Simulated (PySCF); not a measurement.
# AgBr: bond curves at several levels of theory

An exercise on one series of results from a longer session: the logs are not shown, and one member is left open.

The runs use PySCF 2.14.0; Ag x2c-TZVPPall, Br x2c-TZVPPall, spin-free X2C with a Gaussian nucleus.

The first run:

A driver script around PySCF takes these settings:

```
atoms                         : Ag, Br
charge                        : 0
basis                         : Ag x2c-TZVPPall, Br x2c-TZVPPall
Hamiltonian                   : spin-free X2C with a Gaussian nucleus
basis functions               : 127
electrons treated             : 82
masses in u                   : 106.9051, 78.9183
levels                        : PBE0, PBE, r²SCAN, M06, M06-2X, BLYP, TPSS, LC-ωPBE, HF, MP2, SCS-MP2, CCSD, CCSD(T)
grid                          : 80 radial by 434 angular points
occupations                   : held fixed by the projection of orbital angular momentum
dissociation limit            : Ag + Br, each in its ground configuration
starting distance in angstrom : 2.450
values of 2S to try           : 0, 2, 4
```

Launch:

```sh
$ OMP_NUM_THREADS=2 python dia.py task.json out
```

Steps of the session up to this table: Input; The PBE0 curve of the state that the search chose; Higher solutions at PBE0; PBE (GGA); r²SCAN; M06 (hybrid meta-GGA); M06-2X (hybrid meta-GGA); BLYP; TPSS; LC-ωPBE (range-separated hybrid); RHF (mean field); Correlated methods on the Hartree–Fock reference.

One of the session's tables, all rows but one given; the rest of the session is left out.

It belongs to the step «The curves together». Energy (eV) from each level's lowest point:

| R (Å) | RHF | RHF-MP2 | RHF-SCS-MP2 | RHF-CCSD | RHF-CCSD(T) |
| --- | --- | --- | --- | --- | --- |
| 2.079 | 1.333 | 0.721 | 0.843 | n/a | n/a |
| 2.176 | 0.681 | 0.274 | 0.351 | 0.408 | 0.380 |
| 2.273 | 0.290 | 0.057 | 0.096 | 0.128 | 0.112 |
| 2.345 | 0.121 | 0.000 | 0.014 | 0.029 | 0.022 |
| 2.418 | ? | ? | ? | ? | ? |
| 2.490 | 0.000 | 0.063 | 0.036 | 0.023 | 0.029 |
| 2.587 | 0.028 | 0.190 | 0.140 | 0.112 | 0.123 |
| 2.708 | 0.139 | 0.403 | 0.329 | 0.285 | 0.301 |
| 2.853 | 0.339 | 0.701 | 0.604 | 0.543 | 0.563 |
| 3.047 | 0.658 | 1.123 | 1.002 | n/a | n/a |

Q: Estimate the row for R (Å) = 2.418 from the others.

Worked estimate for «RHF». A straight line through the neighbours (2.345, 0.121) and (2.490, 0.000) gives 0.121 + (0.000 − 0.121) × (2.418 − 2.345) / (2.490 − 2.345) = 0.060; a parabola fitted to 4 rows on both sides gives 0.032.

As computed: RHF: 0.030; RHF-MP2: 0.008; RHF-SCS-MP2: 0.000; RHF-CCSD: 0.000; RHF-CCSD(T): 0.000. In «RHF» the line misses by +0.030 and the parabola by +0.002.
